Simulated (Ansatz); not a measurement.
**Si(SH)2Cl2 (Cl₂H₂S₂Si): one molecule under many settings**

Aim: run Si(SH)2Cl2 (Cl₂H₂S₂Si) under a spread of inputs, and see what each costs and gives.

Program: Ansatz 0.2.0, Gaussian basis. Level of theory: the settings change from run to run. These are calculated values, not measurements.

## (1) The relaxed structure

The geometry comes from an earlier relaxation with PBE-D4/def2-SVP; it is a stationary point, not always the lowest conformer.

7 atoms, charge 0, spin multiplicity 1.

Atoms are counted from 1 here; the program's logs count them from 0.

Bond lengths: Si1–S2 2.136 Å, Si1–S4 2.136 Å, Si1–Cl6 2.077 Å, Si1–Cl7 2.077 Å, S2–H3 1.364 Å, S4–H5 1.364 Å. Angles: S2–Si1–S4 104.5°, S2–Si1–Cl6 109.3°, S2–Si1–Cl7 114.0°, S4–Si1–Cl6 114.0°, S4–Si1–Cl7 109.3°, Cl6–Si1–Cl7 106.0°, Si1–S2–H3 93.0°, Si1–S4–H5 93.0°.

## (2) BHLYP/def2-SVP

Set apart from the defaults: D4 dispersion, relativity set to scalar.

File in.yaml:

```yaml
crystal:
  periodic: [false, false, false]
  atoms:
    - {symbol: Si, position_ang: [-0.107680, 0.001805, -0.075762]}
    - {symbol: S, position_ang: [-0.005343, -0.187249, 2.049206]}
    - {symbol: H, position_ang: [-1.230438, 0.383781, 2.230707]}
    - {symbol: S, position_ang: [1.930036, 0.157552, -0.696388]}
    - {symbol: H, position_ang: [1.674483, -0.391309, -1.918411]}
    - {symbol: Cl, position_ang: [-1.267069, 1.654805, -0.564162]}
    - {symbol: Cl, position_ang: [-0.993999, -1.619385, -1.025190]}
basis:
  gaussian: {orbitals: def2-SVP}
hamiltonian: {xc: {name: BHLYP}, dispersion: d4, pseudopotentials: {relativity: scalar}}
output: {forces: true}
```

Started as:

```
> ansatz run in.yaml --threads 4 --pin off --events-out ev --progress --plain --max-ram 3916MiB
```

The log of the run:

```text
Functional definition: BHLYP
  name "BHLYP"
  cite "Becke, J. Chem. Phys. 98, 1372 (1993) doi:10.1063/1.464304"
  cite "Becke, Phys. Rev. A 38, 3098 (1988) doi:10.1103/PhysRevA.38.3098"
  cite "Lee, Yang & Parr, Phys. Rev. B 37, 785 (1988) doi:10.1103/PhysRevB.37.785"
  parameter a = 0.5
  exchange = (1 - a)*b88_x + a*exact_x
  correlation = lyp_c
910 factors; integrals over basis functions are off by at most 1.2e-3 eV
mean field evaluation 1: about -54747.3406 eV, gradient 2.0e1 eV
mean field evaluation 2: about -54747.5690 eV, gradient 1.9e1 eV
mean field evaluation 4: about -54748.5067 eV, gradient 5.4e-1 eV
mean field evaluation 8: about -54748.6138 eV, gradient 6.4e-2 eV
mean field evaluation 16: about -54748.6138 eV, gradient 2.5e-5 eV
mean field -54748.61378439 eV, -2011.9744466332 hartree, gradient 2.5e-5 eV, S^2 0.000000; 0 other end points of the search recorded, 0 dependent functions left out
the calculation of the forces begins
reference -54748.61394540 eV, -2011.9744525500 hartree; 41, 41 occupied and 59, 59 virtual orbitals, 910 factors
Total energy: -54749.08589416 eV, -2011.9917963472 hartree
Relativity: scalar
Atom 0 at    -0.107680     0.001805    -0.075762 Å, force     0.034536    -0.000767     0.024812 eV/Å
Atom 1 at    -0.005343    -0.187249     2.049206 Å, force    -0.637394     0.301625    -0.347850 eV/Å
Atom 2 at    -1.230438     0.383781     2.230707 Å, force     0.510087    -0.255045    -0.006364 eV/Å
Atom 3 at     1.930036     0.157552    -0.696388 Å, force    -0.549402    -0.283809    -0.486453 eV/Å
Atom 4 at     1.674483    -0.391309    -1.918411 Å, force     0.171988     0.244974     0.485740 eV/Å
Atom 5 at    -1.267069     1.654805    -0.564162 Å, force     0.270765    -0.383686     0.105592 eV/Å
Atom 6 at    -0.993999    -1.619385    -1.025190 Å, force     0.199420     0.376707     0.224523 eV/Å
Dipole moment:    -0.048059     0.000642    -0.033819 e Å
```

It took 1.6 s on 4 threads of Arm Neoverse V2, shared host.

Largest force 0.787 eV/Å, dipole 0.28 D.

## (3) r2SCAN/cc-pVTZ

Set apart from the defaults: atoms shaken by 0.15 Å, relativity set to none.

File in.yaml:

```yaml
crystal:
  periodic: [false, false, false]
  atoms:
    - {symbol: Si, position_ang: [0.093336, -0.216257, 0.005094]}
    - {symbol: S, position_ang: [0.127167, -0.188866, 1.993400]}
    - {symbol: H, position_ang: [-1.159672, 0.326112, 2.343657]}
    - {symbol: S, position_ang: [2.020219, 0.127588, -0.408604]}
    - {symbol: H, position_ang: [1.653751, -0.353743, -2.078094]}
    - {symbol: Cl, position_ang: [-1.309028, 1.474929, -0.439103]}
    - {symbol: Cl, position_ang: [-0.945892, -1.691650, -0.986488]}
basis:
  gaussian: {orbitals: cc-pVTZ}
hamiltonian: {xc: {name: r2SCAN}, pseudopotentials: {relativity: none}}
```

The command is unchanged.

The log of the run:

```text
Functional definition: r2SCAN
  name "r2SCAN"
  cite "Furness, Kaplan, Ning, Perdew & Sun, J. Phys. Chem. Lett. 11, 8208 (2020) doi:10.1021/acs.jpclett.0c02405"
  cite "Furness, Kaplan, Ning, Perdew & Sun, J. Phys. Chem. Lett. 11, 9248 (2020) doi:10.1021/acs.jpclett.0c03077"
  parent r2scan
  parameter k0 = 0.174
  parameter k1 = 0.065
  parameter a1 = 4.9479
  exchange = r2scan_x(k0 = k0, k1 = k1, a1 = a1)
  correlation = r2scan_c
1477 factors; their error is unknown
mean field evaluation 1: about -54626.3813 eV, gradient 2.2e1 eV
mean field evaluation 2: about -54625.5183 eV, gradient 2.8e1 eV
mean field evaluation 4: about -54627.7470 eV, gradient 1.5e0 eV
mean field evaluation 8: about -54627.6775 eV, gradient 7.6e-2 eV
mean field evaluation 16: about -54627.6775 eV, gradient 1.6e-5 eV
mean field -54627.67750132 eV, -2007.5301202037 hartree, gradient 1.6e-5 eV, S^2 0.000000; 0 other end points of the search recorded, 0 dependent functions left out
reference -54627.67751193 eV, -2007.5301205937 hartree; 41, 41 occupied and 157, 157 virtual orbitals, 1477 factors
Total energy: -54627.67751193 eV, -2007.5301205937 hartree
```

Run time: 4.6 s. Hardware: 4 threads of Arm Neoverse V2, shared host.

## (4) PBE/6-31++G**

This run has D3(BJ) with three-body dispersion, high accuracy, the search for lower states set to off.

File in.yaml:

```yaml
crystal:
  periodic: [false, false, false]
  atoms:
    - {symbol: Si, position_ang: [-0.107680, 0.001805, -0.075762]}
    - {symbol: S, position_ang: [-0.005343, -0.187249, 2.049206]}
    - {symbol: H, position_ang: [-1.230438, 0.383781, 2.230707]}
    - {symbol: S, position_ang: [1.930036, 0.157552, -0.696388]}
    - {symbol: H, position_ang: [1.674483, -0.391309, -1.918411]}
    - {symbol: Cl, position_ang: [-1.267069, 1.654805, -0.564162]}
    - {symbol: Cl, position_ang: [-0.993999, -1.619385, -1.025190]}
basis:
  gaussian: {orbitals: "6-31++G**"}
hamiltonian: {xc: {name: PBE}, dispersion: d3bjatm}
accuracy: high
scf: {lower_state_search: off}
```

The command is unchanged.

The log of the run, cut to the lines that bear on the results:

```text
Functional definition: PBE
  name "PBE"
  cite "Perdew, Burke & Ernzerhof, Phys. Rev. Lett. 77, 3865 (1996) doi:10.1103/PhysRevLett.77.3865"
  parent pbe
[...]
2521 factors; integrals over basis functions are off by at most 5.4e-9 eV
[...]
mean field -54604.79841224 eV, -2006.6893291882 hartree, gradient 1.6e-8 eV, S^2 0.000000; 0 other end points of the search recorded, 0 dependent functions left out
reference -54604.79841871 eV, -2006.6893294259 hartree; 41, 41 occupied and 86, 86 virtual orbitals, 2521 factors
Total energy: -54605.10076411 eV, -2006.7004404144 hartree
Checks for a lower state left out: stability, starts, cluster_reference, orbital_swaps, neighbouring_geometries, increment
```

It took 3.3 s on 4 threads of Arm Neoverse V2, shared host.

## (5) B97M-V/ANO-RCC-VTZP

This run has a grid of angular degree 47, relativity set to none.

Edit in.yaml of step 4 so:

```diff
@@ -11,5 +11,5 @@
 basis:
-  gaussian: {orbitals: "6-31++G**"}
-hamiltonian: {xc: {name: PBE}, dispersion: d3bjatm}
-accuracy: high
-scf: {lower_state_search: off}
+  gaussian: {orbitals: ANO-RCC-VTZP, final_grid: {core_spheres: 20, valence_spheres: 16, degree: 47}}
+hamiltonian: {xc: {name: B97M-V}, pseudopotentials: {relativity: none}}
+scf: {omitted_lower_state_checks: [starts]}
+output: {forces: true}
```

Same command.

The log of the run, cut to the lines that bear on the results:

```text
Functional definition: B97M-V
  name "B97M-V"
  cite "Mardirossian & Head-Gordon, J. Chem. Phys. 142, 074111 (2015) doi:10.1063/1.4907719"
  cite "Becke, J. Chem. Phys. 107, 8554 (1997) doi:10.1063/1.475007"
  cite "Vydrov & Van Voorhis, J. Chem. Phys. 133, 244103 (2010) doi:10.1063/1.3521275"
  # Of w^i u^j: cxij and so on, Table III.
[...]
  gx(w, u) = cx00 + cx01*u + cx02*u^2 + (cx10 + cx11*u)*w
  gss(w, u) = css00 + css02*u^2 + css10*w + (css32*w^3 + css42*w^4)*u^2
  gos(w, u) = cos00 + cos01*u + cos03*u^3 + cos10*w + cos32*w^3*u^2
[...]
      + integral(e_c_pw_mod_opposite_spin*gos(b97_w_opposite, b97_u_opposite)) + vv10(b, c)
[...]
1781 factors; their error is unknown
[...]
mean field -54579.24136926 eV, -2005.7501251819 hartree, gradient 1.6e-5 eV, S^2 0.000000; 0 other end points of the search recorded, 0 dependent functions left out
[...]
reference -54579.24146593 eV, -2005.7501287345 hartree; 41, 41 occupied and 157, 157 virtual orbitals, 1781 factors
WARN: the results are in doubt because the basis set is contracted for relativity, which is off
Total energy: -54579.24146593 eV, -2005.7501287345 hartree
Atom 0 at    -0.107680     0.001805    -0.075762 Å, force    -0.049200     0.000512    -0.034080 eV/Å
Atom 1 at    -0.005343    -0.187249     2.049206 Å, force    -0.599135     0.302356    -0.403232 eV/Å
Atom 2 at    -1.230438     0.383781     2.230707 Å, force     0.529779    -0.257011    -0.056522 eV/Å
Atom 3 at     1.930036     0.157552    -0.696388 Å, force    -0.588592    -0.284493    -0.431703 eV/Å
Atom 4 at     1.674483    -0.391309    -1.918411 Å, force     0.131509     0.247271     0.521279 eV/Å
Atom 5 at    -1.267069     1.654805    -0.564162 Å, force     0.331151    -0.495020     0.129349 eV/Å
Atom 6 at    -0.993999    -1.619385    -1.025190 Å, force     0.244488     0.486386     0.274909 eV/Å
Dipole moment:     0.003235    -0.000128     0.002235 e Å
In doubt: the basis set is contracted for relativity, which is off
Checks for a lower state left out: starts
```

It took 14 s on 4 threads of Arm Neoverse V2, shared host.

Largest force 0.783 eV/Å, dipole 0.02 D. The log holds a warning on this run.

## (6) The runs in one table

```
              level  charge  multiplicity  geometry  functions  energy (eV)   time
     BHLYP/def2-SVP       0             1   relaxed        100   -54749.086  1.6 s
     r2SCAN/cc-pVTZ       0             1    shaken        198   -54627.678  4.6 s
      PBE/6-31++G**       0             1   relaxed        127   -54605.101  3.3 s
B97M-V/ANO-RCC-VTZP       0             1   relaxed        198   -54579.241   14 s
```

## (7) Outcome

| quantity | value |
| --- | --- |
| runs | 4 |
| quickest | BHLYP/def2-SVP, 1.6 s |
| slowest | B97M-V/ANO-RCC-VTZP, 14 s |
| spread of total energies, same state and geometry | 169.8 eV |

In words: Run time spans a factor of 9, from BHLYP/def2-SVP to B97M-V/ANO-RCC-VTZP. The jobs differ in tasks and options as well as level. Total energies at one charge and spin differ by 170 eV between levels, so only differences within one level mean anything. Some of these runs are scalar-relativistic and others not, which shifts the totals of all-electron atoms past neon by eV; core potentials, where a basis has them, take the core out of the total altogether. At the PBE-D4/def2-SVP geometry and in the same state, runs without warnings or point charges leave forces up to 0.79 eV/Å (BHLYP/def2-SVP).
